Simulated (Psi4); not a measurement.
# MP2/def2-SVPD (density fitting, density fitting for correlation, sweep point 2) run of ZnHBrO (SMILES [OH][Zn][Br])

We compute a single-point energy of ZnHBrO. 

The results are computed with Psi4 1.11.

8 further runs of the same task are left out: 1 that didn't finish, 7 set aside as unsound or not needed.

### Step 1. The structure to begin with

ZnHBrO has 4 atoms, charge 0, and is taken as a singlet. SMILES: `[OH][Zn][Br]`. Geometry: relaxed at PBE0-D4/def2-TZVP.

Bond lengths: O1–Zn2 1.769 Å, Zn2–Br3 2.221 Å, O1–H4 0.959 Å. Angles: O1–Zn2–Br3 176.2°, Zn2–O1–H4 115.5°.

### Step 2. A single-point energy at MP2/def2-SVPD (density fitting, density fitting for correlation, sweep point 2)

Contents of job.py:

```python
import psi4

psi4.set_memory(1600000000)
psi4.set_num_threads(1)
psi4.set_output_file('output.dat', False)

m = psi4.geometry("""
0 1
O     -0.886200     0.916800    -0.375300
Zn     0.386000    -0.140400     0.252000
Br     2.029000    -1.354300     1.122800
H     -1.473300     0.517500    -1.019800
symmetry c1
""")

psi4.set_options({
    'basis': 'def2-SVPD',
    'scf_type': 'df',
    'num_frozen_docc': 15,
    'soscf': True,
})

energy_value = psi4.energy("mp2")
print(f'total energy {energy_value:.8f} hartree = {energy_value * 27.211386:.5f} eV')
```

Command:

```
python job.py
```

**Question.** What will come out? Wanted: total energy; HOMO energy; LUMO energy; HOMO–LUMO gap; correlation energy.

Answer, from the run:

At MP2/def2-SVPD (density fitting, density fitting for correlation, sweep point 2), 15 core orbitals frozen:

| quantity | value |
| --- | --- |
| total energy | -4425.96293 Eh |
| HOMO energy (Hartree–Fock orbitals) | -11.47 eV |
| LUMO energy (Hartree–Fock orbitals) | 0.92 eV |
| HOMO–LUMO gap (Hartree–Fock orbitals) | 12.38 eV |
| correlation energy (15 core orbitals frozen) | -819.5 mEh |
